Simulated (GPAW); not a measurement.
Crystal: CsLiCr2Te2S3.

```
Cs Li Cr Te S
1.0
     3.42162   -5.18069    0.00784
     3.42162    5.18069    0.00784
    -2.90411    0.00000    7.43093
Cs Li Cr Te S
1 1 2 2 3
Cartesian
  0.6167 0.0000 0.0649
  2.4219 0.0000 4.1212
  0.1728 2.1297 4.1498
  0.1728 -2.1297 4.1498
  4.0786 1.5993 2.1688
  4.0786 -1.5993 2.1688
  2.0049 -2.1476 5.4598
  2.0049 2.1476 5.4598
  0.0600 0.0000 3.5978
```

The cell was built by a generator and needn't be a form met in nature.

Alike in all runs: program GPAW 26.7.0; functional PBE; potentials or basis GPAW PAW data sets (gpaw-data 1.2.1); cutoff 800 eV; basis pw; k mesh 4 × 4 × 3; occupations fermi-dirac, width 0.05 eV.

Starts and where they ended:

```tsv
start	free energy over the lowest (meV/atom)	net moment (μB)	site or absolute moments (μB)	gap
collinear spin, antiferromagnetic start of up to 3 μB	28.4	0.00	Cs -0.00; Li -0.00; Cr +1.97, -1.97; Te +0.08, -0.08; S +0.00, -0.00	none (metal or under the smearing width)
collinear spin, ferromagnetic start of up to 4.5 μB	0.0	4.02	Cs -0.00; Li +0.00; Cr +2.20; Te -0.16; S -0.07	none (metal or under the smearing width)
no spin polarisation	102.2	-	-	none (metal or under the smearing width)
collinear spin, ferromagnetic start of up to 3 μB	0.0	4.02	Cs -0.00; Li +0.00; Cr +2.20; Te -0.16; S -0.07	none (metal or under the smearing width)
```

The spin-polarised runs without a constraint all converged, yet they end up to 28 meV/atom apart: a converged run can sit in a state that isn't the lowest. Allowing spin polarisation gains 102 meV/atom. A still lower state may exist.
